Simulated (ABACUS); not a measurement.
Runs of ABACUS 3.10.1 on NiMoIrPdW. Symmetry: P3m1, No. 156, trigonal system. The conventional cell has a = 4.147 Å, b = 4.147 Å, c = 5.416 Å, α = 90.00°, β = 90.00°, γ = 120.00°. Ir (site symmetry 3m) is surrounded by 3 Mo at 2.64 Å and 2 Pd at 2.65 to 2.76 Å and 3 Ni at 2.71 Å and 3 W at 2.77 Å. W (site symmetry 3m) is surrounded by 3 Ni at 2.40 Å and 1 Mo at 2.49 Å. Pd (site symmetry 3m) is surrounded by 2 Ir at 2.65 to 2.76 Å and 3 W at 2.76 Å and 3 Ni at 2.82 Å and 3 Mo at 2.85 Å. Mo (site symmetry 3m) is surrounded by 1 W at 2.49 Å and 3 Ir at 2.64 Å and 3 Pd at 2.85 Å. Around Ni (site symmetry 3m) lie 3 W at 2.40 Å and 3 Ir at 2.71 Å. The cell was built by a generator and needn't be a form met in nature.

```tsv
task	level	potentials or basis	spin	fixed moment (μB)	cell	k mesh	cutoff (eV)	SCF threshold on the density	eigensolver	symmetry key	path	points for each segment of the path	mesh quality	gap on the mesh (eV)	pressure (GPa)	moment (μB)	largest force (eV/Å)
single point	PBE	PseudoDojo NC SR 0.4.1 PBE standard, DZP LCAO (the cutoffs set its grid)	collinear, ferromagnetic start	-	as given	5 × 5 × 4	1361	1e-07	genelpa	1	-	-	not flagged	none	0.7	0.00	0.10
single point	PBE	PseudoDojo NC SR 0.4.1 PBE standard, DZP LCAO (the cutoffs set its grid)	collinear, ferromagnetic start	3.0	as given	5 × 5 × 4	1361	1e-07	genelpa	1	-	-	not flagged	-	(b)	3.00	1.74
single point	PBE	PseudoDojo NC SR 0.4.1 PBE standard, DZP LCAO (the cutoffs set its grid)	collinear, ferromagnetic start	-	cell strained by -0.06 along c	5 × 5 × 4	1361	1e-07	genelpa	1	-	-	not flagged	none	(a)	0.00	1.71
single point	PBEsol	PseudoDojo NC SR 0.4.1 PBE standard, plane waves	collinear, ferromagnetic start	-	as given	5 × 5 × 3	1333	1e-08	dav	1	-	-	coarse	none	-8.2	0.00	0.24
single point	PBE	PseudoDojo NC FR 0.4 PBE standard, DZP LCAO (the cutoffs set its grid)	collinear, ferromagnetic start, SOC	-	as given	4 × 4 × 3	1361	1e-07	genelpa	-1	-	-	coarse	none	-0.9	0.00	0.40
single point	PBE	PseudoDojo NC SR 0.4.1 PBE standard, TZDP LCAO (the cutoffs set its grid)	collinear, ferromagnetic start	-	as given	5 × 5 × 4	1361	1e-07	genelpa	1	-	-	not flagged	none	0.6	0.00	0.07
single point	PBE	PseudoDojo NC SR 0.4.1 PBE standard, DZP LCAO (the cutoffs set its grid)	collinear, ferromagnetic start	-	cell strained by +0.03 along c	5 × 5 × 4	1361	1e-07	genelpa	1	-	-	not flagged	none	-5.7	0.00	0.63
single point	PBE	PseudoDojo NC SR 0.4.1 PBE standard, DZP LCAO (the cutoffs set its grid)	collinear, ferromagnetic start	1.5	as given	5 × 5 × 4	1361	1e-07	genelpa	1	-	-	not flagged	-	1.7	1.50	0.78
single point	PBE	PseudoDojo NC FR 0.4 PBE standard, DZP LCAO (the cutoffs set its grid)	collinear, ferromagnetic start	-	as given	4 × 4 × 3	1361	1e-07	genelpa	1	-	-	coarse	none	-0.9	0.00	0.25
single point	PBE	PseudoDojo NC SR 0.4.1 PBE standard, DZP LCAO (the cutoffs set its grid)	collinear, ferromagnetic start	1.0	as given	5 × 5 × 4	1361	1e-07	genelpa	1	-	-	not flagged	-	1.2	1.00	0.51
```

Alike in all rows: smearing fermi-dirac 0.05 eV.

Estimate the missing entries.

(a) 19.2; (b) 4.0.

Caveats: some runs use coarse meshes; this set's palladium file may shift the pressure by some GPa; the atomic orbitals were generated for these runs and aren't a published set (some runs); the basis of atomic orbitals isn't converged, which shifts pressures, moduli and gaps (some runs); the total moment is fixed, so each spin has its own Fermi level (some runs); forces of over 1 eV/Å show positions far from the minimum, so gaps and moduli don't describe the material at rest (some runs); the moment is held away from its start (some runs); the potentials were made for another functional, which shifts forces and pressure (some runs).

A k mesh can miss the band edges, and rows without SOC leave out spin-orbit coupling on Ir, Mo, Pd, W.

A gap of «none» marks a metal or a gap under the smearing width.
